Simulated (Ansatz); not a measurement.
# BiTe (Fm-3m) in Ansatz: a series of runs

The runs below take BiTe through single point, equation of state, with PBE0.

Everything below comes from runs of Ansatz 0.2.0. Logs are shortened: lines on timing, memory, paths and dates and some standing lists are left out, and cuts for length are marked.

### Step 1. The structure

The structure is cubic, space group Fm-3m (No. 225). Conventional cell: a = 6.470 Å, b = 6.470 Å, c = 6.470 Å, α = 90.00°, β = 90.00°, γ = 90.00°. Bi (site symmetry m-3m) has 6 Te at 3.23 Å as nearest neighbours. Te (site symmetry m-3m) has 6 Bi at 3.23 Å as nearest neighbours.

### Step 2. Single point, PBE0, 31.82 Å³/atom (volume scaled by 0.94)

input.yaml

```yaml
crystal:
  lattice:
    - [0.0, 3.1689610617, 3.1689610617]
    - [3.1689610617, 0.0, 3.1689610617]
    - [3.1689610617, 3.1689610617, 0.0]
  atoms:
    - { symbol: Bi, position: [0.0, 0.0, 0.0] }
    - { symbol: Te, position: [0.5, 0.5, 0.5] }
hamiltonian:
  xc: pbe0
  pseudopotentials: { kind: paw }
kpoints:
  mp_grid: { grid: [4, 4, 4] }
scf:
  occupations: { method: fermi_dirac, width: 0.05 }
output:
  forces: true
  stress: true
  eigenvalues: true
```

Potentials or basis: Ansatz PAW.

On the command line:

```console
ansatz run input.yaml --threads 2 --pin off --max-ram 5632MiB --backend cpu --events-out ev --progress --plain --runs-dir out
```

What it wrote:

```text
Warning: output.stress: scf.convergence.dr2_threshold = 1e-7 eV (the SCF's general default) is looser than the 2e-10 eV advised for a printed stress (1e-10 eV for each atom of the cell: 2). What an SCF threshold leaves in a stress goes as its square root, and in the free energy as the threshold itself, and one threshold admits the most on a small cell: of the crystals measured, under no hybrid functional and no lock of the moments, on runs that ended without the residual-converged pass, on stresses that held no estimate of that error, the worst erred by over 100 MPa in a component at 1e-7 eV an atom and by under 5 at 1e-10. Set scf.convergence.dr2_threshold to 2e-10 eV or tighter. The threshold is an SCF's pass mark: one that does not reach it within its budget of iterations ends unconverged, or closes short of it on a stop that the run arms, and scf.convergence.dr2_threshold's page says what that costs each kind of run
Warning: output.stress: scf.exx.energy_threshold = 1e-6 eV is looser than the 2e-8 eV advised for a stress under a hybrid functional (1e-8 eV for each atom of the cell: 2). Every SCF of the exchange loop can meet its threshold on dr2 while the loop round them stops early: no threshold on dr2 bounds what that leaves in the stress. Set scf.exx.energy_threshold to 2e-8 eV or tighter. The threshold is the loop's pass mark: a loop that does not reach it within its budget of cycles ends unconverged, and scf.exx.energy_threshold's page has the law
Warning: RAYON_NUM_THREADS=2 ignored (pool sized by the plan → 2); use --threads N
Engine: ansatz 0.2.0, aarch64-unknown-linux-gnu
Pseudopotentials: kind: paw
Pseudopotential: Bi, paw, valence charge 15, recommended cutoff 420 eV (normal), Bi.paw.azcp
Pseudopotential: Te, paw, valence charge 16, recommended cutoff 420 eV (normal), Te.paw.azcp
Functional definition: PBE0
  parameter a = 0.25
  parameter kappa = 0.804
  parameter beta = 0.06672455060314922
  exchange = (1 - a)*pbe_x(kappa = kappa, mu = beta*pi^2/3) + a*exact_x
  correlation = pbe_c(beta = beta)
Crystal: 2 atoms, lattice volume = 63.647 Å³
Basis set: ecut = 420 eV, 1243 PW (Γ), exchange–correlation on 60×60×60 points (8 copies of the dense FFT grid, shifted against one another)
Bands: 20, of which v1, the nominal top of the filled ones, is band 16 counted from 1 (15 counted from 0)
Symmetry: 48 space group operations
Space group: Fm-3m (ITA 225), of the structure as read, at distance tolerance 4.0e-5 Å
k-points: 8 of 64
Non-local potential: Bi, projectors of the file, l = 0: 2, l = 1: 2, l = 2: 2, l = 3: 2
Non-local potential: Te, projectors of the file, l = 0: 2, l = 1: 2, l = 2: 2, l = 3: 2
PAW form: soft (Blöchl's): semilocal exchange-correlation on the pseudo side does not see the compensation charge
PAW frozen core: Bi, regenerated for the run's functional, and the local potential with it (the file was generated under x = pbe(κ = 0.804, μ = 0.2195149727645171), c = pbe(β = 0.06672455060314922))
PAW frozen core: Te, regenerated for the run's functional, and the local potential with it (the file was generated under x = pbe(κ = 0.804, μ = 0.2195149727645171), c = pbe(β = 0.06672455060314922))
PAW one-centre angular grid: Bi, 590 points (default); XC on 64 Gauss nodes
PAW one-centre angular grid: Te, 590 points (default); XC on 64 Gauss nodes
Initial density: superposition of atomic densities (neutral atoms: chi_scale 0, normalization atom), corrected by the library's trained network
Initial wavefunctions: pseudopotential atomic-orbital guess
Functional: x = pbe(κ = 0.804, μ = 0.2195149727645171), c = pbe(β = 0.06672455060314922), warm-up for x = 0.75 pbe(κ = 0.804, μ = 0.2195149727645171) + 0.25 exact, c = pbe(β = 0.06672455060314922)
SCF iter   1: F=—  HF=-19376.628664 eV  |F-HF|=—  |Δ(HF+E_count)|=         —  Δρ=1.91e-3  dr2=3.85e-3  ethr=1.77e-3  ⟨swp⟩=12.2  Hψ=713  notcnv=0
preconditioner: auto → none  [insulator: Δε(μ)=0.184 eV  Ē_g=9.807 eV  σ=0.050 eV  W_gap=0.69  n_scr=14 (ndim 8)  ℏωp=15.4 eV  f_vac=0.007  D(μ)=1.89/eV (n_scr^D=14)]
SCF iter   2: F=—  HF=-19376.629243 eV  |F-HF|=—  |Δ(HF+E_count)|=   5.79e-4  Δρ=9.09e-4  dr2=7.40e-4  ethr=1.24e-5  ⟨swp⟩=4.2  Hψ=464  notcnv=0  defer=7
iter 3 solved again at ethr=2.64e-8 eV; its pass at ethr=2.39e-6 eV (dr2=8.19e-6 eV) is discarded
SCF iter   3: F=—  HF=-19376.629249 eV  |F-HF|=—  |Δ(HF+E_count)|=   5.92e-6  Δρ=1.08e-4  dr2=5.94e-6  ethr=2.64e-8  ⟨swp⟩=4.1  Hψ=741  notcnv=0
eigensolver tolerance schedule: the retry pair's looser diagonalisation over-reported the residual by 0.38 of it (diagonalisation noise at 0.38 of the residual, at the tolerance the schedule requests for it); recorded, not acted on — ethr = c·dr2/N_el stays at c = 1.0e-1
SCF iter   4: F=—  HF=-19376.629250 eV  |F-HF|=—  |Δ(HF+E_count)|=   1.69e-6  Δρ=2.53e-5  dr2=1.70e-7  ethr=1.92e-8  ⟨swp⟩=3.4  Hψ=371  notcnv=0
SCF iter   5: F=—  HF=-19376.629251 eV  |F-HF|=—  |Δ(HF+E_count)|=   4.67e-7  Δρ=3.82e-6  dr2=4.06e-9  ethr=5.47e-10  ⟨swp⟩=3.5  Hψ=359  notcnv=0
SCF iter   6: F=-19376.629251 eV  HF=-19376.629251 eV  |F-HF|=7.28e-12  |Δ(HF+E_count)|=   7.04e-9  Δρ=6.53e-7  dr2=1.73e-10  ethr=1.31e-11  ⟨swp⟩=4.0  Hψ=472  notcnv=0
SCF 1 converged in 6 iterations: F = -19376.629251 eV  dr2 = 1.73e-10
Initial density: handed on by an earlier stage of this run
Initial wavefunctions: those handed on with the density
Functional: x = 0.75 pbe(κ = 0.804, μ = 0.2195149727645171) + 0.25 exact, c = pbe(β = 0.06672455060314922)
Frozen-core exchange: fock
iter 1 solved again at ethr=1.31e-5 eV; its pass at ethr=1.00e-1 eV (dr2=4.05e-3 eV) is discarded
SCF iter   1: F=—  HF=-19380.697201 eV  |F-HF|=—  |Δ(HF+E_count)|=         —  Δρ=3.76e-3  dr2=5.15e-3  ethr=1.31e-5  ⟨swp⟩=4.6  Hψ=957  notcnv=0
preconditioner: auto → none  [insulator: Δε(μ)=0.634 eV  Ē_g=11.577 eV  σ=0.050 eV  W_gap=0.83  n_scr=14 (ndim 8)  ℏωp=15.4 eV  f_vac=0.009  D(μ)=1.04/eV (n_scr^D=8)]
SCF iter   2: F=—  HF=-19380.696131 eV  |F-HF|=—  |Δ(HF+E_count)|=   1.07e-3  Δρ=1.58e-3  dr2=1.45e-3  ethr=1.31e-5  ⟨swp⟩=2.1  Hψ=287  notcnv=0
SCF iter   3: F=—  HF=-19380.696001 eV  |F-HF|=—  |Δ(HF+E_count)|=   1.30e-4  Δρ=1.28e-4  dr2=6.16e-4  ethr=2.60e-6  ⟨swp⟩=3.2  Hψ=310  notcnv=0
SCF iter   4: F=—  HF=-19380.702319 eV  |F-HF|=—  |Δ(HF+E_count)|=   6.32e-3  Δρ=5.57e-4  dr2=1.52e-4  ethr=1.85e-8  ⟨swp⟩=5.0  Hψ=644  notcnv=0
SCF iter   5: F=—  HF=-19380.702284 eV  |F-HF|=—  |Δ(HF+E_count)|=   3.54e-5  Δρ=6.00e-5  dr2=2.14e-5  ethr=1.85e-8  ⟨swp⟩=4.1  Hψ=447  notcnv=0
SCF iter   6: F=—  HF=-19380.702282 eV  |F-HF|=—  |Δ(HF+E_count)|=   1.93e-6  Δρ=1.75e-5  dr2=1.80e-5  ethr=1.62e-8  ⟨swp⟩=3.4  Hψ=323  notcnv=0
SCF iter   7: F=-19380.702392 eV  HF=-19380.702395 eV  |F-HF|=3.18e-6  |Δ(HF+E_count)|=   1.13e-4  Δρ=8.71e-5  dr2=6.32e-6  ethr=3.97e-10  ⟨swp⟩=5.2  Hψ=671  notcnv=0
SCF 2 stopped early in 7 iterations: F = -19380.702392 eV  dr2 = 6.32e-6
hybrid outer 1: dexx = +7.155e-3 eV, tail = 6.77e-5 eV
Frozen-core exchange: fock
SCF iter   1: F=—  HF=-19380.702284 eV  |F-HF|=—  |Δ(HF+E_count)|=         —  Δρ=3.92e-5  dr2=4.19e-6  ethr=1.09e-6  ⟨swp⟩=2.9  Hψ=327  notcnv=0
preconditioner: auto → none  [insulator: Δε(μ)=0.736 eV  Ē_g=11.585 eV  σ=0.050 eV  W_gap=0.83  n_scr=14 (ndim 8)  ℏωp=15.4 eV  f_vac=0.009  D(μ)=1.04/eV (n_scr^D=8)]
SCF iter   2: F=—  HF=-19380.702284 eV  |F-HF|=—  |Δ(HF+E_count)|=   4.40e-7  Δρ=9.22e-6  dr2=1.67e-6  ethr=8.17e-9  ⟨swp⟩=3.9  Hψ=399  notcnv=0
SCF iter   3: F=—  HF=-19380.702321 eV  |F-HF|=—  |Δ(HF+E_count)|=   3.67e-5  Δρ=7.84e-6  dr2=4.22e-8  ethr=8.01e-11  ⟨swp⟩=4.9  Hψ=587  notcnv=0  defer=1
SCF iter   4: F=-19380.702321 eV  HF=-19380.702321 eV  |F-HF|=2.00e-10  |Δ(HF+E_count)|=   9.83e-9  Δρ=2.36e-6  dr2=1.18e-8  ethr=8.01e-11  ⟨swp⟩=3.1  Hψ=317  notcnv=0
SCF 3 converged in 4 iterations: F = -19380.702321 eV  dr2 = 1.18e-8
  Residual-converged pass: ⟨swp⟩=3.9  Hψ=357  notcnv=0  max |occ|·‖R‖ = 2.1e-6 eV (tolerance 2.4e-6 eV)  dr2=1.18e-8  dr2_onsite=2.82e-10  max |Δocc| = 1.1e-15
hybrid outer 2: dexx = +3.441e-7 eV, tail = 3.11e-8 eV, Δε = 4.68e-3 eV (about 2.41e-4 eV left of the loop's levels)
hybrid SCF converged: 2 outer / 11 inner (+6 warm-up), last move |dexx| = 3.44e-7 eV, tail = 3.11e-8 eV
Stability not checked: this state was not tested for a lower state beside it, because the functional holds exact exchange (a hybrid, or Hartree-Fock), whose exchange loop this test does not read (fock_operator; see scf.lower_state_search)
Free energy (F): -19380.702321 eV
Frozen-core exchange: fock
Harris-Foulkes:  -19380.702321 eV  (|F-HF|=2.00e-10)
Internal energy: -19380.693872 eV  (E = F + TS)
E sigma→0 (E₀):  -19380.698096 eV
Entropy (-TS):   -0.008449 eV (-4.224 meV/atom)
Fermi energy:    10.969781 eV
--- Per-component energies (eV) ---
  E_band       = -409.518525
  E_kinetic    = 481.748254
  E_local      = -2660.424723  (includes V_loc(G=0)·N_el)
  E_nonlocal   = 250.480427
  E_hartree    = 1253.377802
  E_xc         = -212.836801
  E_vxc        = -192.289465  (∫ρ·V_xc dr)
  E_exx        = -92.679903  (= α·E_x^exact, valence–valence)
  E_paw        = -15300.952050  (= ΣΔE_a)
  E_vpaw       = -610.429301  (= ΣTr[D̂ρ^β])
  E_aug_tail   = -0.000643  (compensation charges beyond the density's cutoff)
  E_ewald      = -3099.427094
  E_core_change = 0.020861  (= ΣΔE_core)
  E_smearing   = -0.008449  (= −TS)
  E_closure    = -0.000001  (closes the sum)
  Σ components = -19380.702321   (vs F -19380.702321, Δ=0.00e0)
--- Forces (eV/Å), atoms counted from 1 ---
  atom   1  Bi    -0.00000000     0.00000000     0.00000000
  atom   2  Te    -0.00000000     0.00000000     0.00000000
  max |Σ_I F_I| component: 4.29e-30 eV/Å
--- Stress (GPa, compression-positive) ---
        2.077477      -0.000000      -0.000000
       -0.000000       2.077477      -0.000000
       -0.000000      -0.000000       2.077477
  P = ⅓ Tr σ = 2.0775 GPa (20.775 kbar)
--- Band table (eV; the first three rows and the last of 8) ---
  k-point 0: bands = ["-29.8692", "-29.8692", "-29.8622", "-29.8622", "-29.8622", "-15.0555", "-15.0555", "-15.0390", "-15.0390", "-15.0390", "-5.2274", "1.8528", "7.1577", "7.1577", "7.1577", "13.7812", "13.7812", "13.7812", "16.0364", "16.0364"]
  k-point 1: bands = ["-29.8690", "-29.8690", "-29.8620", "-29.8619", "-29.8619", "-15.0601", "-15.0601", "-15.0381", "-15.0353", "-15.0353", "-4.5574", "0.1105", "7.3944", "7.3944", "7.9707", "11.7063", "11.7509", "11.7509", "16.2458", "17.2615"]
  k-point 2: bands = ["-29.8687", "-29.8687", "-29.8618", "-29.8615", "-29.8615", "-15.0638", "-15.0638", "-15.0369", "-15.0310", "-15.0310", "-2.9075", "-2.3184", "7.9704", "7.9704", "8.6741", "9.6754", "9.6754", "9.7271", "19.1220", "19.7158"]
  k-point 7: bands = ["-29.8692", "-29.8686", "-29.8616", "-29.8616", "-29.8608", "-15.0724", "-15.0571", "-15.0348", "-15.0348", "-15.0250", "-2.4092", "-1.7641", "4.1728", "4.1728", "8.5158", "10.2393", "15.6893", "15.6893", "16.8709", "16.8709"]
```

It took 22 s on 2 threads of Arm Neoverse N1, shared host; peak memory 0.84 GiB.

What came out:

| Item | Value |
| --- | --- |
| Free energy | -19380.7023 eV |
| Pressure | 2.1 GPa |
| Band gap on the k mesh | none (metal or under the smearing width) |

Caveat: the k mesh is coarse (spacing up to 0.43 Å⁻¹), so the values aren't converged, least of all with exact exchange; spin-orbit coupling is left out, which moves the levels of the heavy elements; the PAW data sets come from PBE, with cores solved anew for the run's functional, which leaves a small shift of forces and pressure; the thresholds are loose for stress.

### Step 3. Single point, PBE0, 32.50 Å³/atom (volume scaled by 0.96)

input.yaml, as its differences from that of step 2:

```diff
@@ -2,5 +2,5 @@
   lattice:
-    - [0.0, 3.1689610617, 3.1689610617]
-    - [3.1689610617, 0.0, 3.1689610617]
-    - [3.1689610617, 3.1689610617, 0.0]
+    - [0.0, 3.1912784242, 3.1912784242]
+    - [3.1912784242, 0.0, 3.1912784242]
+    - [3.1912784242, 3.1912784242, 0.0]
   atoms:
```

Potentials or basis: Ansatz PAW.

On the command line:

```console
ansatz run input.yaml --threads 2 --pin off --max-ram 5632MiB --backend cpu --events-out ev --progress --plain --runs-dir out
```

It took 22 s on 2 threads of Arm Neoverse N1, shared host; peak memory 0.85 GiB.

Results (log left out):

```
Free energy            : -19380.7143 eV
Pressure               : 0.8 GPa
Band gap on the k mesh : none (metal or under the smearing width)
```

Caveat: the k mesh is coarse (spacing up to 0.43 Å⁻¹), so the values aren't converged, least of all with exact exchange; spin-orbit coupling is left out, which moves the levels of the heavy elements; the PAW data sets come from PBE, with cores solved anew for the run's functional, which leaves a small shift of forces and pressure; the thresholds are loose for stress.

### Step 4. Single point, PBE0, 33.18 Å³/atom (volume scaled by 0.98)

input.yaml, as its differences from that of step 3:

```diff
@@ -2,5 +2,5 @@
   lattice:
-    - [0.0, 3.1912784242, 3.1912784242]
-    - [3.1912784242, 0.0, 3.1912784242]
-    - [3.1912784242, 3.1912784242, 0.0]
+    - [0.0, 3.2132879364, 3.2132879364]
+    - [3.2132879364, 0.0, 3.2132879364]
+    - [3.2132879364, 3.2132879364, 0.0]
   atoms:
```

On the command line:

```console
ansatz run input.yaml --threads 2 --pin off --max-ram 5632MiB --backend cpu --events-out ev --progress --plain --runs-dir out
```

It took 24 s on 2 threads of Arm Neoverse N1, shared host; peak memory 0.84 GiB.

It converged, with:

- Free energy: -19380.7157 eV
- Pressure: -0.4 GPa
- Band gap on the k mesh: none (metal or under the smearing width)

Caveat: the k mesh is coarse (spacing up to 0.42 Å⁻¹), so the values aren't converged, least of all with exact exchange; spin-orbit coupling is left out, which moves the levels of the heavy elements; the PAW data sets come from PBE, with cores solved anew for the run's functional, which leaves a small shift of forces and pressure; the thresholds are loose for stress.

### Step 5. Single point, PBE0, 33.86 Å³/atom

input.yaml, as its differences from that of step 4:

```diff
@@ -2,5 +2,5 @@
   lattice:
-    - [0.0, 3.2132879364, 3.2132879364]
-    - [3.2132879364, 0.0, 3.2132879364]
-    - [3.2132879364, 3.2132879364, 0.0]
+    - [0.0, 3.235, 3.235]
+    - [3.235, 0.0, 3.235]
+    - [3.235, 3.235, 0.0]
   atoms:
```

On the command line:

```console
ansatz run input.yaml --threads 2 --pin off --max-ram 5632MiB --backend cpu --events-out ev --progress --plain --runs-dir out
```

It took 25 s on 2 threads of Arm Neoverse N1, shared host; peak memory 0.87 GiB.

The run converged. Its results:

```
Free energy            : -19380.7077 eV
Pressure               : -1.5 GPa
Band gap on the k mesh : none (metal or under the smearing width)
```

Caveat: the k mesh is coarse (spacing up to 0.42 Å⁻¹), so the values aren't converged, least of all with exact exchange; spin-orbit coupling is left out, which moves the levels of the heavy elements; the PAW data sets come from PBE, with cores solved anew for the run's functional, which leaves a small shift of forces and pressure; the thresholds are loose for stress.

### Step 6. Single point, PBE0, 34.53 Å³/atom (volume scaled by 1.02)

input.yaml, as its differences from that of step 5:

```diff
@@ -2,5 +2,5 @@
   lattice:
-    - [0.0, 3.235, 3.235]
-    - [3.235, 0.0, 3.235]
-    - [3.235, 3.235, 0.0]
+    - [0.0, 3.2564244654, 3.2564244654]
+    - [3.2564244654, 0.0, 3.2564244654]
+    - [3.2564244654, 3.2564244654, 0.0]
   atoms:
```

Potentials or basis: Ansatz PAW.

On the command line:

```console
ansatz run input.yaml --threads 2 --pin off --max-ram 5632MiB --backend cpu --events-out ev --progress --plain --runs-dir out
```

Run time: 26 s. Hardware: 2 threads of Arm Neoverse N1, shared host; peak memory 0.88 GiB.

It converged, with:

* Free energy: -19380.6914 eV
* Pressure: -2.4 GPa
* Band gap on the k mesh: none (metal or under the smearing width)

Caveat: the k mesh is coarse (spacing up to 0.42 Å⁻¹), so the values aren't converged, least of all with exact exchange; spin-orbit coupling is left out, which moves the levels of the heavy elements; the PAW data sets come from PBE, with cores solved anew for the run's functional, which leaves a small shift of forces and pressure; the thresholds are loose for stress.

### Step 7. Single point, PBE0, 35.21 Å³/atom (volume scaled by 1.04)

input.yaml, as its differences from that of step 6:

```diff
@@ -2,5 +2,5 @@
   lattice:
-    - [0.0, 3.2564244654, 3.2564244654]
-    - [3.2564244654, 0.0, 3.2564244654]
-    - [3.2564244654, 3.2564244654, 0.0]
+    - [0.0, 3.2775706714, 3.2775706714]
+    - [3.2775706714, 0.0, 3.2775706714]
+    - [3.2775706714, 3.2775706714, 0.0]
   atoms:
```

On the command line:

```console
ansatz run input.yaml --threads 2 --pin off --max-ram 5632MiB --backend cpu --events-out ev --progress --plain --runs-dir out
```

It took 28 s on 2 threads of Arm Neoverse N1, shared host; peak memory 0.91 GiB.

It converged, with:

- Free energy: -19380.6676 eV
- Pressure: -3.2 GPa
- Band gap on the k mesh: none (metal or under the smearing width)

Caveat: the k mesh is coarse (spacing up to 0.42 Å⁻¹), so the values aren't converged, least of all with exact exchange; spin-orbit coupling is left out, which moves the levels of the heavy elements; the PAW data sets come from PBE, with cores solved anew for the run's functional, which leaves a small shift of forces and pressure; the thresholds are loose for stress.

### Step 8. Single point, PBE0, 35.89 Å³/atom (volume scaled by 1.06)

input.yaml, as its differences from that of step 7:

```diff
@@ -2,5 +2,5 @@
   lattice:
-    - [0.0, 3.2775706714, 3.2775706714]
-    - [3.2775706714, 0.0, 3.2775706714]
-    - [3.2775706714, 3.2775706714, 0.0]
+    - [0.0, 3.2984474805, 3.2984474805]
+    - [3.2984474805, 0.0, 3.2984474805]
+    - [3.2984474805, 3.2984474805, 0.0]
   atoms:
@@ -19 +19,5 @@
   eigenvalues: true
+  write_density: true
+  write_potential: true
+  elf: true
+  volumetric_format: npy
```

On the command line:

```console
ansatz run input.yaml --threads 2 --pin off --max-ram 5632MiB --backend cpu --events-out ev --progress --plain --runs-dir out
```

Run time: 31 s. Hardware: 2 threads of Arm Neoverse N1, shared host; peak memory 0.92 GiB.

The run converged. Its results:

| Item | Value |
| --- | --- |
| Free energy | -19380.6373 eV |
| Pressure | -4.0 GPa |
| Band gap on the k mesh | none (metal or under the smearing width) |

Caveat: the k mesh is coarse (spacing up to 0.41 Å⁻¹), so the values aren't converged, least of all with exact exchange; spin-orbit coupling is left out, which moves the levels of the heavy elements; the PAW data sets come from PBE, with cores solved anew for the run's functional, which leaves a small shift of forces and pressure; the thresholds are loose for stress.

### Step 9. Equation of state, PBE0

Potentials or basis: Ansatz PAW.

This step only gathers the single runs of the series.

What came out:

| Quantity | Value |
| --- | --- |
| Equilibrium volume | 32.93 Å³/atom |
| Bulk modulus | 57 GPa |
| Pressure derivative of the bulk modulus | 4.9 |

Energy against volume, from the lowest point:
```tsv
volume (Å³/atom)	energy (meV/atom)
31.824	6.71
32.501	0.70
33.178	0.00
33.855	4.02
34.532	12.19
35.209	24.08
35.886	39.22
```

Caveat: the k mesh is coarse (spacing up to 0.42 Å⁻¹), so the values aren't converged, least of all with exact exchange; the PAW data sets were made with another functional, which shifts forces and pressure a little; spin-orbit coupling is left out, which moves the levels of the heavy elements.
